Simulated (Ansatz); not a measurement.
**AlBAs2: what a guessed cell relaxes into**

The task: take a trial cell of AlBAs2 to zero force and stress.

Method: DFT PBE, scalar-relativistic, plane waves, PAW, in Ansatz 0.2.0.

### 1 The starting structure

Symmetry: P-4m2, No. 115, tetragonal system. The conventional cell has a = 3.690 Å, b = 3.690 Å, c = 5.219 Å, α = 90.00°, β = 90.00°, γ = 90.00°. Al (site symmetry -4m2) is surrounded by 4 As at 2.26 Å. Around B (site symmetry -4m2) lie 4 As at 2.26 Å. Around As (site symmetry 2mm) lie 2 Al at 2.26 Å and 2 B at 2.26 Å.

Structure file:

```
Al B As
1.0
     3.69040    0.00000    0.00000
     0.00000    3.69040    0.00000
     0.00000    0.00000    5.21901
Al B As
1 1 2
Cartesian
  1.8452 1.8452 2.6095
  0.0000 0.0000 0.0000
  0.0000 1.8452 1.3048
  1.8452 0.0000 3.9143
```

The start is an ordering of an alloy on its end members' structure types: elements ordered on the sites of the AlAs type, B/Al on Al (P-4m2, No. 115).

### 2 The guess as it stands, on a coarse mesh

Input file input.yaml:

```yaml
crystal:
  lattice:
    - [3.69040054, 0.0, 0.0]
    - [0.0, 3.69040054, 0.0]
    - [0.0, 0.0, 5.21901449]
  atoms:
    - { symbol: Al, position: [0.5, 0.5, 0.5] }
    - { symbol: B, position: [0.0, 0.0, 0.0] }
    - { symbol: As, position: [0.0, 0.5, 0.25] }
    - { symbol: As, position: [0.5, 0.0, 0.75] }
basis:
  ecutwfc: 420
kpoints:
  mp_grid: { grid: [6, 6, 4] }
hamiltonian:
  xc: pbe
scf:
  occupations: { method: gaussian, width: 0.1 }
  lower_state_search: "off"
output:
  forces: true
  stress: true
  eigenvalues: true
```

On the command line:

```bash
> ansatz run input.yaml --threads 1 --pin off --max-ram 2560MiB --backend cpu --events-out ev --progress --plain --runs-dir out
```

The log of the run, shortened:

```text
[...]
SCF converged after 7 iterations
Free energy (F): -10404.991492 eV
[...]
E sigma→0 (E₀):  -10404.991492 eV
Fermi energy:    8.848757 eV
[...]
--- Forces (eV/Å), atoms counted from 1 ---
  atom   1  Al    -0.00000000     0.00000000     0.00000000
  atom   2  B     -0.00000000     0.00000000     0.00000000
  atom   3  As     0.00000000     0.00000000    -3.81166718
  atom   4  As     0.00000000     0.00000000     3.81166718
[...]
--- Stress (GPa, compression-positive) ---
        8.701809       0.000000      -0.000000
        0.000000       8.701809       0.000000
       -0.000000       0.000000       7.293168
  P = ⅓ Tr σ = 8.2323 GPa (82.323 kbar)
--- Band table (eV; the first three rows and the last of 30) ---
  k-point 0: bands = ["-26.6369", "-26.6368", "-26.6344", "-26.6344", "-26.6051", "-26.6051", "-26.5975", "-26.5951", "-26.5881", "-26.5876", "-4.9823", "-2.0969", "1.5290", "5.4441", "5.4441", "8.1204", "8.4974", "8.4974", "9.6726", "10.1966", "11.7378", "11.7858"]
[...]
```

It took 4.2 s on 1 thread of Intel Xeon Platinum 8259CL at 2.50GHz (Skylake/Cascade Lake), shared host; peak memory 0.41 GiB.

From the probe: pressure 8.2 GPa, largest force 3.81 eV/Å, gap on this mesh 0.69 eV. A guess like this is first relaxed loosely on the coarse mesh.

### 3 A loose first relaxation

input.yaml, as its differences from that of step 2:

```diff
@@ -23 +23,6 @@
   eigenvalues: true
+relax:
+  adjacent_minimum: "off"
+  f_tol: 0.04
+  max_steps: 70
+  cell: { stress_tol: 0.4 }
```

On the command line:

```bash
> ansatz run input.yaml --threads 1 --pin off --max-ram 2560MiB --backend cpu --events-out ev --progress --plain --runs-dir out
```

The log of the run:

```text
Warning: RAYON_NUM_THREADS=1 ignored (pool sized by the plan → 1); use --threads N
Engine: ansatz 0.2.0, x86_64-unknown-linux-gnu
Pseudopotentials: kind: paw
Pseudopotential: Al, paw, valence charge 3, recommended cutoff 420 eV (normal), Al.paw.azcp
Pseudopotential: B, paw, valence charge 3, recommended cutoff 420 eV (normal), B.paw.azcp
Pseudopotential: As, paw, valence charge 15, recommended cutoff 420 eV (normal), As.paw.azcp
Functional definition: PBE
  parameter kappa = 0.804
  parameter beta = 0.06672455060314922
  exchange = pbe_x(kappa = kappa, mu = beta*pi^2/3)
  correlation = pbe_c(beta = beta)
Crystal: 4 atoms, lattice volume = 71.078 Å³
Basis set: ecut = 420 eV, 1417 PW (Γ), exchange–correlation on 50×50×72 points (8 copies of the dense FFT grid, shifted against one another)
Bands: 22, of which v1, the nominal top of the filled ones, is band 18 counted from 1 (17 counted from 0)
Symmetry: 8 space group operations
Space group: P-4m2 (ITA 115), of the structure as read, at distance tolerance 4.1e-5 Å
k-points: 30 of 144 (time reversal used)
Non-local potential: Al, projectors of the file, l = 0: 2, l = 1: 2, l = 2: 1
Non-local potential: B, projectors of the file, l = 0: 2, l = 1: 2, l = 2: 1
Non-local potential: As, projectors of the file, l = 0: 2, l = 1: 2, l = 2: 3, l = 3: 1
PAW form: soft (Blöchl's): semilocal exchange-correlation on the pseudo side does not see the compensation charge
PAW one-centre angular grid: Al, 110 points (default); XC on 64 Gauss nodes
PAW one-centre angular grid: B, 110 points (default); XC on 64 Gauss nodes
PAW one-centre angular grid: As, 590 points (default); XC on 64 Gauss nodes
Initial density: superposition of atomic densities (neutral atoms: chi_scale 0, normalization atom), corrected by the library's trained network
Initial wavefunctions: pseudopotential atomic-orbital guess
Functional: x = pbe(κ = 0.804, μ = 0.2195149727645171), c = pbe(β = 0.06672455060314922)
SCF iter   1: F=—  HF=-10404.992706 eV  |F-HF|=—  |Δ(HF+E_count)|=         —  Δρ=1.54e-3  dr2=3.97e-3  ethr=1.77e-3  ⟨swp⟩=5.7  Hψ=3076  notcnv=0
preconditioner: auto → Resta (q_TF=auto, 2.436 Å⁻¹)  ε∞=4.8  [insulator: Δε(μ)=0.667 eV  Ē_g=9.079 eV  σ=0.100 eV  W_gap=1.00  n_scr=20 (ndim 8)  ℏωp=17.6 eV  f_vac=0.004  D(μ)=0.00/eV (n_scr^D=0)  ε∞_Penn≈4.8]
SCF iter   2: F=—  HF=-10404.991600 eV  |F-HF|=—  |Δ(HF+E_count)|=   1.11e-3  Δρ=8.60e-4  dr2=1.25e-3  ethr=1.10e-5  ⟨swp⟩=1.2  Hψ=926  notcnv=0
SCF iter   3: F=—  HF=-10404.991484 eV  |F-HF|=—  |Δ(HF+E_count)|=   1.16e-4  Δρ=2.43e-4  dr2=5.81e-5  ethr=3.48e-6  ⟨swp⟩=2.1  Hψ=1196  notcnv=0
SCF iter   4: F=—  HF=-10404.991417 eV  |F-HF|=—  |Δ(HF+E_count)|=   6.74e-5  Δρ=1.41e-4  dr2=2.24e-5  ethr=1.61e-7  ⟨swp⟩=2.0  Hψ=1200  notcnv=0
SCF iter   5: F=—  HF=-10404.991494 eV  |F-HF|=—  |Δ(HF+E_count)|=   7.70e-5  Δρ=5.04e-5  dr2=3.51e-6  ethr=6.23e-8  ⟨swp⟩=2.0  Hψ=1200  notcnv=0
SCF iter   6: F=—  HF=-10404.991492 eV  |F-HF|=—  |Δ(HF+E_count)|=   1.55e-6  Δρ=1.73e-5  dr2=2.69e-7  ethr=9.74e-9  ⟨swp⟩=2.0  Hψ=1200  notcnv=0
SCF iter   7: F=-10404.991492 eV  HF=-10404.991492 eV  |F-HF|=6.86e-10  |Δ(HF+E_count)|=   2.16e-7  Δρ=5.62e-6  dr2=2.75e-8  ethr=2.78e-10  ⟨swp⟩=5.2  Hψ=2707  notcnv=0
SCF 1 converged in 7 iterations: F = -10404.991492 eV  dr2 = 2.75e-8
relax step   1: F+E_penalty+E_count = -10404.99149228 eV  Δ(F+E_penalty+E_count) = +0.000e0 eV  max|allowed force component| = 3.812e0 eV/Å  Δτ_max = 0.0000 Å  P = +8.232 GPa  Ω = 71.078 Å³  (7 SCF iters, dr2 threshold 1.00e-7 eV, accepted)
Crystal: 4 atoms, lattice volume = 71.970 Å³
Basis set: ecut = 420 eV, 1433 PW (Γ), exchange–correlation on 50×50×72 points (8 copies of the dense FFT grid, shifted against one another)
Initial density: handed on by an earlier stage of this run
Initial wavefunctions: those handed on with the density
iter 1 solved again at ethr=3.43e-4 eV; its pass at ethr=3.10e-3 eV (dr2=1.23e-1 eV) is discarded
SCF iter   1: F=—  HF=-10405.758881 eV  |F-HF|=—  |Δ(HF+E_count)|=         —  Δρ=1.39e-2  dr2=1.24e-1  ethr=3.43e-4  ⟨swp⟩=1.0  Hψ=3845  notcnv=0
preconditioner: auto → Resta (q_TF=auto, 2.431 Å⁻¹)  ε∞=4.7  [insulator: Δε(μ)=0.515 eV  Ē_g=9.066 eV  σ=0.100 eV  W_gap=1.00  n_scr=18 (ndim 8)  ℏωp=17.5 eV  f_vac=0.007  D(μ)=0.00/eV (n_scr^D=0)  ε∞_Penn≈4.7]
SCF iter   2: F=—  HF=-10405.737400 eV  |F-HF|=—  |Δ(HF+E_count)|=   2.15e-2  Δρ=6.77e-3  dr2=2.07e-2  ethr=3.43e-4  ⟨swp⟩=2.0  Hψ=905  notcnv=0
SCF iter   3: F=—  HF=-10405.736625 eV  |F-HF|=—  |Δ(HF+E_count)|=   7.75e-4  Δρ=1.66e-3  dr2=1.39e-3  ethr=5.76e-5  ⟨swp⟩=2.0  Hψ=779  notcnv=0
SCF iter   4: F=—  HF=-10405.736988 eV  |F-HF|=—  |Δ(HF+E_count)|=   3.63e-4  Δρ=2.82e-4  dr2=7.66e-5  ethr=3.85e-6  ⟨swp⟩=2.6  Hψ=1114  notcnv=0
SCF iter   5: F=—  HF=-10405.737050 eV  |F-HF|=—  |Δ(HF+E_count)|=   6.10e-5  Δρ=1.12e-4  dr2=1.23e-5  ethr=2.13e-7  ⟨swp⟩=2.0  Hψ=1200  notcnv=0
SCF iter   6: F=—  HF=-10405.737049 eV  |F-HF|=—  |Δ(HF+E_count)|=   2.72e-7  Δρ=4.67e-5  dr2=2.00e-6  ethr=3.42e-8  ⟨swp⟩=2.0  Hψ=1200  notcnv=0
SCF iter   7: F=-10405.737052 eV  HF=-10405.737051 eV  |F-HF|=8.91e-8  |Δ(HF+E_count)|=   2.24e-6  Δρ=9.44e-6  dr2=8.54e-8  ethr=1.11e-9  ⟨swp⟩=5.8  Hψ=3089  notcnv=0
SCF 2 converged in 7 iterations: F = -10405.737052 eV  dr2 = 8.54e-8
relax step   2: F+E_penalty+E_count = -10405.73705155 eV  Δ(F+E_penalty+E_count) = -7.456e-1 eV  max|allowed force component| = 3.241e-2 eV/Å  Δτ_max = 0.1960 Å  P = +3.061 GPa  Ω = 71.970 Å³  energy of the carried Pulay correction = -3.150e-4 eV  (7 SCF iters, dr2 threshold 4.00e-7 eV, accepted)
Crystal: 4 atoms, lattice volume = 73.353 Å³
Basis set: ecut = 420 eV, 1435 PW (Γ), exchange–correlation on 50×50×72 points (8 copies of the dense FFT grid, shifted against one another)
iter 1 solved again at ethr=2.13e-5 eV; its pass at ethr=3.10e-3 eV (dr2=7.68e-3 eV) is discarded
SCF iter   1: F=—  HF=-10405.824849 eV  |F-HF|=—  |Δ(HF+E_count)|=         —  Δρ=3.14e-3  dr2=7.92e-3  ethr=2.13e-5  ⟨swp⟩=2.1  Hψ=4049  notcnv=0
preconditioner: auto → Resta (q_TF=auto, 2.423 Å⁻¹)  ε∞=4.8  [insulator: Δε(μ)=0.638 eV  Ē_g=8.936 eV  σ=0.100 eV  W_gap=1.00  n_scr=20 (ndim 8)  ℏωp=17.3 eV  f_vac=0.005  D(μ)=0.00/eV (n_scr^D=0)  ε∞_Penn≈4.8]
SCF iter   2: F=—  HF=-10405.824482 eV  |F-HF|=—  |Δ(HF+E_count)|=   3.67e-4  Δρ=1.87e-3  dr2=2.36e-3  ethr=2.13e-5  ⟨swp⟩=1.7  Hψ=705  notcnv=0
SCF iter   3: F=—  HF=-10405.824778 eV  |F-HF|=—  |Δ(HF+E_count)|=   2.96e-4  Δρ=3.54e-4  dr2=9.73e-5  ethr=6.55e-6  ⟨swp⟩=2.0  Hψ=790  notcnv=0
SCF iter   4: F=—  HF=-10405.824791 eV  |F-HF|=—  |Δ(HF+E_count)|=   1.30e-5  Δρ=8.10e-5  dr2=5.75e-6  ethr=2.70e-7  ⟨swp⟩=2.0  Hψ=900  notcnv=0
SCF iter   5: F=—  HF=-10405.824794 eV  |F-HF|=—  |Δ(HF+E_count)|=   2.48e-6  Δρ=3.47e-5  dr2=8.84e-7  ethr=1.60e-8  ⟨swp⟩=2.0  Hψ=1200  notcnv=0
SCF iter   6: F=-10405.824795 eV  HF=-10405.824794 eV  |F-HF|=2.39e-7  |Δ(HF+E_count)|=   9.57e-7  Δρ=1.39e-5  dr2=1.55e-7  ethr=1.11e-9  ⟨swp⟩=5.4  Hψ=3045  notcnv=0
SCF 3 converged in 6 iterations: F = -10405.824795 eV  dr2 = 1.55e-7
relax step   3: F+E_penalty+E_count = -10405.82479471 eV  Δ(F+E_penalty+E_count) = -8.774e-2 eV  max|allowed force component| = 1.719e-1 eV/Å  Δτ_max = 0.0136 Å  P = +0.699 GPa  Ω = 73.353 Å³  energy of the carried Pulay correction = -7.961e-4 eV  (6 SCF iters, dr2 threshold 4.00e-7 eV, accepted)
Crystal: 4 atoms, lattice volume = 73.946 Å³
Basis set: ecut = 420 eV, 1443 PW (Γ), exchange–correlation on 50×50×72 points (8 copies of the dense FFT grid, shifted against one another)
iter 1 solved again at ethr=2.94e-6 eV; its pass at ethr=3.10e-3 eV (dr2=1.06e-3 eV) is discarded
SCF iter   1: F=—  HF=-10405.828146 eV  |F-HF|=—  |Δ(HF+E_count)|=         —  Δρ=1.11e-3  dr2=1.02e-3  ethr=2.94e-6  ⟨swp⟩=2.0  Hψ=3659  notcnv=0
preconditioner: auto → Resta (q_TF=auto, 2.420 Å⁻¹)  ε∞=4.8  [insulator: Δε(μ)=0.637 eV  Ē_g=8.895 eV  σ=0.100 eV  W_gap=1.00  n_scr=20 (ndim 8)  ℏωp=17.3 eV  f_vac=0.005  D(μ)=0.00/eV (n_scr^D=0)  ε∞_Penn≈4.8]
SCF iter   2: F=—  HF=-10405.827949 eV  |F-HF|=—  |Δ(HF+E_count)|=   1.97e-4  Δρ=5.14e-4  dr2=1.85e-4  ethr=2.83e-6  ⟨swp⟩=2.0  Hψ=765  notcnv=0
SCF iter   3: F=—  HF=-10405.827902 eV  |F-HF|=—  |Δ(HF+E_count)|=   4.70e-5  Δρ=1.40e-4  dr2=1.83e-5  ethr=5.14e-7  ⟨swp⟩=2.0  Hψ=813  notcnv=0
SCF iter   4: F=—  HF=-10405.827907 eV  |F-HF|=—  |Δ(HF+E_count)|=   5.28e-6  Δρ=2.64e-5  dr2=5.06e-7  ethr=5.08e-8  ⟨swp⟩=2.0  Hψ=895  notcnv=0
SCF iter   5: F=-10405.827908 eV  HF=-10405.827908 eV  |F-HF|=1.76e-7  |Δ(HF+E_count)|=   8.08e-7  Δρ=8.45e-6  dr2=6.76e-8  ethr=1.11e-9  ⟨swp⟩=5.3  Hψ=3023  notcnv=0
SCF 4 converged in 5 iterations: F = -10405.827908 eV  dr2 = 6.76e-8
relax step   4: F+E_penalty+E_count = -10405.82790760 eV  Δ(F+E_penalty+E_count) = -3.113e-3 eV  max|allowed force component| = 2.979e-2 eV/Å  Δτ_max = 0.0110 Å  P = -0.004 GPa  Ω = 73.946 Å³  energy of the carried Pulay correction = -9.995e-4 eV  (5 SCF iters, dr2 threshold 4.00e-7 eV, accepted)
Basis set: ecut = 420 eV, 1443 PW (Γ), exchange–correlation on 50×50×80 points (8 copies of the dense FFT grid, shifted against one another)
Initial wavefunctions: pseudopotential atomic-orbital guess (no wavefunctions were taken with the density)
iter 1 solved again at ethr=3.32e-8 eV; its pass at ethr=3.10e-3 eV (dr2=1.19e-5 eV) is discarded
SCF iter   1: F=—  HF=-10405.829394 eV  |F-HF|=—  |Δ(HF+E_count)|=         —  Δρ=7.73e-5  dr2=5.32e-7  ethr=3.32e-8  ⟨swp⟩=3.1  Hψ=4634  notcnv=0
preconditioner: auto → Resta (q_TF=auto, 2.420 Å⁻¹)  ε∞=4.8  [insulator: Δε(μ)=0.633 eV  Ē_g=8.896 eV  σ=0.100 eV  W_gap=1.00  n_scr=20 (ndim 8)  ℏωp=17.3 eV  f_vac=0.004  D(μ)=0.00/eV (n_scr^D=0)  ε∞_Penn≈4.8]
SCF iter   2: F=—  HF=-10405.829396 eV  |F-HF|=—  |Δ(HF+E_count)|=   1.96e-6  Δρ=4.15e-5  dr2=1.56e-7  ethr=1.48e-9  ⟨swp⟩=2.0  Hψ=894  notcnv=0
SCF iter   3: F=—  HF=-10405.829400 eV  |F-HF|=—  |Δ(HF+E_count)|=   4.32e-6  Δρ=3.36e-6  dr2=7.92e-9  ethr=4.33e-10  ⟨swp⟩=2.0  Hψ=900  notcnv=0
SCF iter   4: F=-10405.829400 eV  HF=-10405.829400 eV  |F-HF|=2.14e-9  |Δ(HF+E_count)|=   7.99e-9  Δρ=1.09e-6  dr2=1.23e-9  ethr=7.11e-12  ⟨swp⟩=4.6  Hψ=2367  notcnv=0
SCF 5 converged in 4 iterations: F = -10405.829400 eV  dr2 = 1.23e-9
relax step   5: F+E_penalty+E_count = -10405.82940029 eV  Δ(F+E_penalty+E_count) = -1.493e-3 eV  max|allowed force component| = 2.979e-2 eV/Å  Δτ_max = 0.0000 Å  P = +0.020 GPa  Ω = 73.946 Å³  stress off target by 2.04e-2 GPa  SCF on the basis re-selected at this cell (its energy is not comparable with the rows above)  (4 SCF iters)
basis re-selected at this cell: Δ(F+E_penalty+E_count) = -1.493e-3 eV, ΔP = +0.024 GPa vs the last step (what re-selecting the basis moved, of the pressure what is left beyond the Pulay correction that the steps carried, after the strain that the cell walked since its last selection, with what the two solves' SCF thresholds leave and, on support functions, any second-order correction that the steps lacked; it is no measure of the basis error at this ecutwfc). The dense FFT grid was sized anew with the basis: this SCF ran on 25×25×40 points, the steps before it on 25×25×36, so part of this shift can come from that change (see relax.cell in the input reference). This SCF's stress stands 2.04e-2 GPa from its target on what of the cell is left free (relax.cell.stress_tol is 4.00e-1 GPa) and its largest allowed force component is 2.98e-2 eV/Å (relax.f_tol is 4.00e-2 eV/Å): within both
SCF converged after 4 iterations
Free energy (F): -10405.829400 eV
Harris-Foulkes:  -10405.829400 eV  (|F-HF|=2.14e-9)
Internal energy: -10405.829400 eV  (E = F + TS)
E sigma→0 (E₀):  -10405.829400 eV
Entropy (-TS):   -0.000000 eV (-0.000 meV/atom)
Fermi energy:    8.744542 eV
--- Per-component energies (eV) ---
  E_band       = -498.763385
  E_kinetic    = 274.590780
  E_local      = -3982.861994  (includes V_loc(G=0)·N_el)
  E_nonlocal   = -1317.585302
  E_hartree    = 2148.200841
  E_xc         = -228.975724
  E_vxc        = -224.032260  (∫ρ·V_xc dr)
  E_paw        = -4218.220949  (= ΣΔE_a)
  E_vpaw       = 454.723891  (= ΣTr[D̂ρ^β])
  E_aug_tail   = 0.000009  (compensation charges beyond the density's cutoff)
  E_ewald      = -3080.977060
  E_smearing   = -0.000000  (= −TS)
  E_closure    = -0.000000  (closes the sum)
  Σ components = -10405.829400   (vs F -10405.829400, Δ=0.00e0)
--- Forces (eV/Å), atoms counted from 1 ---
  atom   1  Al    -0.00000000     0.00000000     0.00000000
  atom   2  B     -0.00000000     0.00000000     0.00000000
  atom   3  As    -0.00000000    -0.00000000    -0.02979032
  atom   4  As     0.00000000    -0.00000000     0.02979032
  max |Σ_I F_I| component: 1.46e-16 eV/Å
--- Stress (GPa, compression-positive) ---
        0.020364       0.000000      -0.000000
        0.000000       0.020364       0.000000
       -0.000000       0.000000       0.018016
  P = ⅓ Tr σ = 0.0196 GPa (0.196 kbar)
--- Band table (eV; the first three rows and the last of 30) ---
  k-point 0: bands = ["-27.0365", "-27.0365", "-27.0346", "-27.0337", "-26.9984", "-26.9984", "-26.9908", "-26.9879", "-26.9839", "-26.9829", "-5.2896", "-2.4241", "1.1775", "4.9284", "4.9284", "7.9499", "8.4282", "8.4282", "9.1644", "9.1735", "11.3731", "11.6625"]
  k-point 1: bands = ["-27.0365", "-27.0365", "-27.0347", "-27.0336", "-26.9985", "-26.9985", "-26.9907", "-26.9880", "-26.9838", "-26.9829", "-5.0949", "-3.0221", "2.1555", "5.0646", "5.0646", "6.3797", "7.8677", "7.8677", "9.2734", "9.8900", "11.3134", "12.5945"]
  k-point 2: bands = ["-27.0365", "-27.0365", "-27.0347", "-27.0336", "-26.9985", "-26.9985", "-26.9906", "-26.9881", "-26.9837", "-26.9830", "-4.7895", "-3.6295", "3.8502", "4.4611", "5.2356", "5.2356", "7.3853", "7.3853", "9.5540", "9.9528", "11.7798", "12.7041"]
  k-point 29: bands = ["-27.0408", "-27.0334", "-27.0300", "-27.0300", "-27.0018", "-26.9974", "-26.9914", "-26.9914", "-26.9788", "-26.9788", "-2.3182", "-2.3182", "0.4070", "3.0521", "3.9465", "4.0027", "4.2853", "4.2853", "12.3142", "12.3142", "12.4528", "13.5630"]
--- Relaxed structure (4 steps of the walk, 4 accepted, 1 SCFs on fresh bases) ---
  F+E_penalty+E_count = -10405.82940029 eV   max|allowed force component| = 2.979e-2 eV/Å   (the final SCF, on the basis selected at the relaxed cell)
  cell:  # Å, volume = 73.9462 Å³
    - [3.6831125755614993, 0.0, 3.431617038298389e-34]
    - [0.0, 3.6831125755614993, 0.0]
    - [4.853039352473696e-34, 0.0, 5.45112070052295]
  atoms:
    - { symbol: Al, position: [0.5, 0.5, 0.49999999999999994] }
    - { symbol: B, position: [1.2149915986562622e-33, 0.0, 1.6619262882874338e-19] }
    - { symbol: As, position: [-2.705598741168777e-33, 0.5, 0.2119375131527086] }
    - { symbol: As, position: [0.5, 0.0, 0.7880624868472914] }
```

Wall time 25 s (1 thread of Intel Xeon Platinum 8259CL at 2.50GHz (Skylake/Cascade Lake), shared host); peak memory 0.45 GiB.

The steps of the relaxation:

| step | E - E(step 1) (eV/cell) | largest force component (eV/Å) | pressure (GPa) | volume (Å³) |
| --- | --- | --- | --- | --- |
| 1 | 0.0000 | 3.8117 | 8.23 | 71.08 |
| 2 | -0.7456 | 0.0324 | 3.06 | 71.97 |
| 3 | -0.8333 | 0.1719 | 0.70 | 73.35 |
| 4 | -0.8364 | 0.0298 | 0.00 | 73.95 |
| 5 | -0.8379 | 0.0298 | 0.02 | 73.95 |

Step 1 is the start. Step 5 repeats the geometry before it on a plane-wave basis chosen anew for that cell, so its energy need not be comparable with the rows above.

|  | before | after | change |
| --- | --- | --- | --- |
| a (Å) | 3.690 | 3.683 | -0.2 % |
| b (Å) | 3.690 | 3.683 | -0.2 % |
| c (Å) | 5.219 | 5.451 | +4.4 % |
| volume (Å³/atom) | 17.77 | 18.49 | +4.0 % |
| shortest distance (Å) | 2.260 | 2.174 | -3.8 % |
| space group (0.01 Å) | P-4m2 | P-4m2 | same |

Forces and stress were held to the start's 8 operations: a distortion of lower symmetry was not tested.

### 4 Full relaxation

The end of the coarse run is made exact in the group found at a tolerance of 0.06 Å and reduced to its primitive cell.

Input file input.yaml:

```yaml
crystal:
  lattice:
    - [3.6831125756, 0.0, 0.0]
    - [0.0, 3.6831125756, 0.0]
    - [0.0, 0.0, 5.4511207005]
  atoms:
    - { symbol: Al, position: [0.5, 0.5, 0.5] }
    - { symbol: B, position: [0.0, 0.0, 0.0] }
    - { symbol: As, position: [0.0, 0.5, 0.2119375132] }
    - { symbol: As, position: [0.5, 0.0, 0.7880624868] }
basis:
  ecutwfc: 420
kpoints:
  mp_grid: { grid: [8, 8, 6] }
hamiltonian:
  xc: pbe
scf:
  occupations: { method: gaussian, width: 0.02 }
output:
  forces: true
  stress: true
  eigenvalues: true
relax:
  adjacent_minimum: "off"
  f_tol: 0.01
  max_steps: 80
  cell: { stress_tol: 0.05 }
```

On the command line:

```bash
> ansatz run input.yaml --threads 1 --pin off --max-ram 2560MiB --backend cpu --events-out ev --progress --plain --runs-dir out
```

The log of the run, shortened:

```text
Warning: RAYON_NUM_THREADS=1 ignored (pool sized by the plan → 1); use --threads N
[...]
[... 5 set-up lines as earlier in the session ...]
[...]
Crystal: 4 atoms, lattice volume = 73.946 Å³
Basis set: ecut = 420 eV, 1443 PW (Γ), exchange–correlation on 50×50×80 points (8 copies of the dense FFT grid, shifted against one another)
Bands: 22, of which v1, the nominal top of the filled ones, is band 18 counted from 1 (17 counted from 0)
[... 1 set-up line as earlier in the session ...]
Space group: P-4m2 (ITA 115), of the structure as read, at distance tolerance 4.2e-5 Å
k-points: 60 of 384 (time reversal used)
[...]
--- Stress (GPa, compression-positive) ---
        0.009696       0.000000       0.000000
        0.000000       0.009696       0.000000
        0.000000       0.000000      -0.043948
  P = ⅓ Tr σ = -0.0082 GPa (-0.082 kbar)
--- Band table (eV; the first three rows and the last of 60) ---
[... band rows left out ...]
[...]
--- Relaxed structure (2 steps of the walk, 2 accepted, 1 SCFs on fresh bases) ---
  F+E_penalty+E_count = -10405.84240932 eV   max|allowed force component| = 8.389e-3 eV/Å   (the final SCF, on the basis selected at the relaxed cell)
  cell:  # Å, volume = 73.9351 Å³
    - [3.679979795775992, -2.11248465842199e-35, 1.3519901813900736e-33]
    - [-2.11248465842199e-35, 3.679979795775992, 0.0]
    - [2.000987347894895e-33, 0.0, 5.459585286807783]
  atoms:
    - { symbol: Al, position: [0.5, 0.5, 0.5] }
    - { symbol: B, position: [4.5754471706972046e-35, -3.2203276349659875e-86, 9.944763949054154e-21] }
    - { symbol: As, position: [-8.49725903129481e-35, 0.5, 0.21168644273543605] }
    - { symbol: As, position: [0.5, -3.3409558876152446e-52, 0.7883135572645639] }
```

It took 26 s on 1 thread of Intel Xeon Platinum 8259CL at 2.50GHz (Skylake/Cascade Lake), shared host; peak memory 0.48 GiB.

The steps of the relaxation:

| step | energy from step 1 (eV/cell) | largest force component (eV/Å) | pressure (GPa) | volume (Å³) |
| --- | --- | --- | --- | --- |
| 1 | 0.0000 | 0.0283 | 0.00 | 73.95 |
| 2 | -0.0001 | 0.0084 | -0.01 | 73.94 |
| 3 | -0.0001 | 0.0084 | -0.01 | 73.94 |

Step 1 is the start. Step 3 repeats the geometry before it on a plane-wave basis chosen anew for that cell, so its energy need not be comparable with the rows above.

|  | before | after | change |
| --- | --- | --- | --- |
| a (Å) | 3.683 | 3.680 | -0.1 % |
| b (Å) | 3.683 | 3.680 | -0.1 % |
| c (Å) | 5.451 | 5.460 | +0.2 % |
| volume (Å³/atom) | 18.49 | 18.48 | 0.0 % |
| shortest distance (Å) | 2.174 | 2.173 | -0.1 % |
| space group (0.01 Å) | P-4m2 | P-4m2 | same |

Forces and stress were held to the start's 8 operations: a distortion of lower symmetry was not tested.

[end of part 1 of 2]
